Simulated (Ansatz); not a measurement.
**C₄H₁₂Cl₂In₂S₂: one species, many methods**

Aim: compute C₄H₁₂Cl₂In₂S₂ with functionals from several rungs and with coupled cluster, and see how far each lands from CCSD(T) at the basis-set limit for the atomisation energy.

Method: functionals in def2-TZVPP, the program's frozen cores in correlated methods; program: Ansatz 0.2.0, Gaussian basis.

Plan: LDA (SPW92), PBE-D4, revPBE-D4, BLYP-D4, r2SCAN-D4, B97M-V, PBE0-D4, B3LYP-D4, r2SCANh-D4, r2SCAN0-D4, HSE06-D4, BHLYP-D4, CAM-B3LYP-D4, LC-ωPBE, ωB97X-V, ωB97M-V, B2PLYP, PBE-QIDH; CCSD(T)/def2-SVP; CCSD(T)/def2-TZVPP; MP2/def2-QZVPP; extrapolation to the limit; RPA on PBE.

## (1) The relaxed structure

An earlier PBE0-D4 in a triple-zeta def2 set relaxation fixed the geometry. In takes the def2 core potential; no spin-orbit term is included.

SMILES `C[CH2][In@-]1([Cl])[SH+][In@-]([Cl])([CH2]C)[SH+]1`, 22 atoms, charge 0, spin multiplicity 1.

Atoms are counted from 1 here; the program's logs count them from 0.

Bond lengths: C1–C2 1.520 Å, C1–H11 1.094 Å, C1–H12 1.094 Å, C1–H13 1.094 Å, C2–In3 2.152 Å, C2–H14 1.092 Å, C2–H15 1.092 Å, In3–Cl4 2.335 Å, In3–S5 2.590 Å, In3–S10 2.590 Å, S5–In6 2.590 Å, S5–H16 1.345 Å, In6–Cl7 2.335 Å, In6–C8 2.152 Å, In6–S10 2.590 Å, C8–C9 1.520 Å, C8–H17 1.092 Å, C8–H18 1.092 Å and more. Angles: C2–C1–H11 112.2°, C2–C1–H12 111.3°, C2–C1–H13 112.1°, H11–C1–H12 106.8°, H11–C1–H13 107.3°, H12–C1–H13 106.8°, C1–C2–In3 113.4°, C1–C2–H14 111.4°, C1–C2–H15 111.4°, In3–C2–H14 106.6°, In3–C2–H15 106.6°, H14–C2–H15 107.0°, C2–In3–Cl4 128.4°, C2–In3–S5 111.7°, C2–In3–S10 111.8°, Cl4–In3–S5 103.1°, Cl4–In3–S10 103.1°, S5–In3–S10 92.5° and more.

## (2) LDA

This LDA is Slater exchange with PW92 correlation.

in.yaml

```yaml
crystal:
  periodic: [false, false, false]
  atoms:
    - {symbol: C, position_ang: [2.333819, -1.021584, -0.399252]}
    - {symbol: C, position_ang: [2.274705, -0.533854, -1.837621]}
    - {symbol: In, position_ang: [0.462282, 0.527785, -2.306342]}
    - {symbol: Cl, position_ang: [-0.161589, 1.508852, -4.331155]}
    - {symbol: S, position_ang: [-1.642238, -0.824298, -1.633794]}
    - {symbol: In, position_ang: [-2.171799, 1.058694, 0.063891]}
    - {symbol: Cl, position_ang: [-3.876762, 2.257845, -0.988156]}
    - {symbol: C, position_ang: [-2.092960, 0.348956, 2.094097]}
    - {symbol: C, position_ang: [-0.815614, -0.407637, 2.420046]}
    - {symbol: S, position_ang: [-0.039850, 2.385072, -0.572456]}
    - {symbol: H, position_ang: [1.516656, -1.708833, -0.162794]}
    - {symbol: H, position_ang: [3.266776, -1.557800, -0.199342]}
    - {symbol: H, position_ang: [2.282550, -0.197444, 0.317758]}
    - {symbol: H, position_ang: [3.100962, 0.143783, -2.063231]}
    - {symbol: H, position_ang: [2.340431, -1.364728, -2.543445]}
    - {symbol: H, position_ang: [-0.984569, -1.578449, -0.734417]}
    - {symbol: H, position_ang: [-2.975731, -0.277233, 2.240420]}
    - {symbol: H, position_ang: [-2.212194, 1.224990, 2.735339]}
    - {symbol: H, position_ang: [0.075875, 0.211742, 2.287466]}
    - {symbol: H, position_ang: [-0.690630, -1.294823, 1.792960]}
    - {symbol: H, position_ang: [-0.811216, -0.751068, 3.459245]}
    - {symbol: H, position_ang: [0.711900, 1.819832, 0.389583]}
basis:
  gaussian: {orbitals: def2-TZVPP}
hamiltonian: {xc: lda}
output: {orbitals: {seedname: orbitals}}
```

Started as:

```sh
$ ansatz run in.yaml --threads 11 --pin off --events-out ev --progress --plain --max-ram 174080MiB --backend cuda --devices 0, --max-vram 75GiB
```

The runs that follow: PBE-D4 (GGA); revPBE-D4 (GGA); BLYP-D4 (GGA); r2SCAN-D4 (meta-GGA); B97M-V (meta-GGA); PBE0-D4 (hybrid); B3LYP-D4 (hybrid); r2SCANh-D4 (hybrid); r2SCAN0-D4 (hybrid); HSE06-D4 (hybrid); BHLYP-D4 (hybrid); CAM-B3LYP-D4 (range-separated); LC-ωPBE (range-separated); ωB97X-V (range-separated); ωB97M-V (range-separated); B2PLYP (double hybrid); PBE-QIDH (double hybrid); CCSD(T) in def2-SVP; CCSD(T) in def2-TZVPP; MP2 in def2-QZVPP; RPA on PBE orbitals.

Before running them: what should the planned runs give, taken together? Wanted: atomisation energy, CCSD(T)/CBS; farthest beyond LDA; mean size of error, GGA; mean size of error, meta-GGA; mean size of error, hybrid; mean size of error, range-separated; mean size of error, double hybrid; gap, smallest and largest; T1 diagnostic.

As calculated:

| quantity | value |
| --- | --- |
| atomisation energy, CCSD(T)/CBS | 78.673 eV |
| functionals within 0.787 eV (1.0 %) | PBE-D4, r2SCAN-D4, B97M-V, PBE0-D4, r2SCANh-D4, HSE06-D4, CAM-B3LYP-D4, ωB97X-V, ωB97M-V, PBE-QIDH |
| farthest beyond LDA | BHLYP-D4 (-2.425 eV) |
| mean size of error, GGA | 1.214 eV |
| mean size of error, meta-GGA | 0.050 eV |
| mean size of error, hybrid | 0.861 eV |
| mean size of error, range-separated | 0.503 eV |
| mean size of error, double hybrid | 1.251 eV |
| gap, smallest and largest | 4.26 eV (LDA (SPW92)), 11.11 eV (LC-ωPBE) |
| T1 diagnostic | 0.0121 |
| triples share of the correlation energy | 4.0 % |

LDA overbinds by 10.137 eV (13 %). PBE-D4 misses by +0.536 eV. Double hybrids carry the basis error of their MP2 part in triple zeta, and no dispersion term here, so their miss is partly the set-up's. The rungs meta-GGA, range-separated miss on average by less than the doubt on the reference (0.787 eV), so they tie. The reference freezes the cores and leaves out spin-orbit coupling and excitations past (T), and its outer-core shells are covered unevenly, so misses under about 0.787 eV can't be ranked. All levels share the lack of spin-orbit coupling, which lowers the free heavy atoms and so the true binding. Hartree-Fock recovers 73 % of the binding; the rest is correlation. CCSD(T) in def2-SVP is off by -4.461 eV, so the small basis spoils what the method gains. The gap grows from 4.3 to 11.1 eV across the functionals, mostly with the share of exact exchange. Correlated methods include outer-core shells of In, which these sets cover unevenly.
